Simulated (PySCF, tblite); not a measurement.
# C5H10ClNSi2: geometry, infrared bands and NMR shifts

Wanted: the infrared bands and NMR shifts of C5H10ClNSi2 (`C=C[SiH2][Si@H](CCl)CC#N`), by calculation.

The runs use tblite 0.8.0 and PySCF 2.14.0, with density-fitted response routines of our own; the level of theory stands in each step. All values are computed, except where a source is named. Atoms count from 0, in the outputs and in this text.

**1. The starting structure**

19 atoms, charge 0, multiplicity 1; geometry from: force field or distance geometry start.

Bonds of the start (Å): C0–C1 1.34, C1–Si2 1.80, Si2–Si3 2.24, Si3–C4 1.88, C4–Cl5 1.76, Si3–C6 1.88, C6–C7 1.46, C7–N8 1.14, C0–H9 1.09, C0–H10 1.06, C1–H11 1.10, Si2–H12 1.44, Si2–H13 1.49, Si3–H14 1.48, C4–H15 1.13, C4–H16 1.11, C6–H17 1.10, C6–H18 1.12.

**2. Optimising the geometry with GFN2-xTB**

The job: settings as JSON, then the geometry in Å.

```
{"job": {"kind": "relax", "xc": "GFN2-xTB", "basis": "xTB"}, "charge": 0, "multiplicity": 1}
C      3.446000     0.939700    -0.359500
C      2.498200     0.034200    -0.058400
Si     0.865200     0.004600    -0.824800
Si    -0.790000    -0.309100     0.652300
C     -1.393700    -2.090700     0.655600
Cl    -0.175700    -3.254000     1.166400
C     -2.304500     0.685300     0.158800
C     -2.055100     2.103700     0.421300
N     -1.845900     3.212400     0.610200
H      3.215000     1.710300    -1.102000
H      4.405200     0.962300     0.091600
H      2.720400    -0.735800     0.696700
H      0.775400    -1.000300    -1.856700
H      0.606300     1.321000    -1.471300
H     -0.336500     0.134200     1.988200
H     -2.265800    -2.143600     1.375000
H     -1.783600    -2.295800    -0.368300
H     -2.462400     0.440800    -0.901900
H     -3.128200     0.290100     0.799200
```

Command:

```
OMP_NUM_THREADS=1 python probes_run.py task.json out
```

One launch serves the whole session: the jobs run in the order shown.

**Question.** This job is followed by: GFN2-xTB harmonic vibrations, gas phase; GIAO PBE0/pcSseg-1 NMR shielding, non-relativistic, gas phase. Predict these results of the whole session: strongest single infrared mode (GFN2-xTB); zero-point energy (GFN2-xTB); 13C shifts against TMS (PBE0/pcSseg-1); 1H shifts against TMS (PBE0/pcSseg-1); 29Si shifts against TMS (PBE0/pcSseg-1); 35Cl shifts against HCl (PBE0/pcSseg-1); 15N shifts against NH3 (PBE0/pcSseg-1); surface potential, 1st and 99th percentile.

As calculated:

| quantity | value |
| --- | --- |
| strongest single infrared mode (GFN2-xTB) | 2176 cm⁻¹, 425 km/mol |
| zero-point energy (GFN2-xTB) | 81.0 kcal/mol |
| 13C shifts against TMS (PBE0/pcSseg-1) | 145.6, 136.8, 121.6, 32.4, -0.4 ppm |
| 1H shifts against TMS (PBE0/pcSseg-1) | 6.50, 6.42, 6.41, 4.54, 4.48, 4.46, 3.21, 2.87, 1.68, 1.35 ppm |
| 29Si shifts against TMS (PBE0/pcSseg-1) | -36.7, -73.4 ppm |
| 35Cl shifts against HCl (PBE0/pcSseg-1) | 27 ppm |
| 15N shifts against NH3 (PBE0/pcSseg-1) | 297.1 ppm |
| surface potential, 1st and 99th percentile | -1.79 V and 1.57 V |

**Reading.** Over 123 steps the energy fell by 0.539 eV; of the close pairs, Si2–Si3 changed most, 2.241 to 2.330 Å. All 51 modes are real, so the xTB geometry is a minimum. The strongest single mode, at 2176 cm⁻¹, moves mainly H12 and H14. GFN2-xTB is a fitted tight-binding method: band positions and strengths are rough. Its intensities can rank the bands wrongly. C0 (terminal =CH2 carbon) lies farthest downfield among carbon, at 145.6 ppm; as expected for a trigonal carbon in a double bond. At PBE0/pcSseg-1: The largest span, 508 ppm, is at N8, where the paramagnetic term is -370 ppm. By nearest atom (PBE0/pcSseg-1), the HOMO sits on C0, C1 about 29 % each; Si3 10 % and the LUMO on C0, C1 about 16 % each; Si2, Si3 about 11 % each.
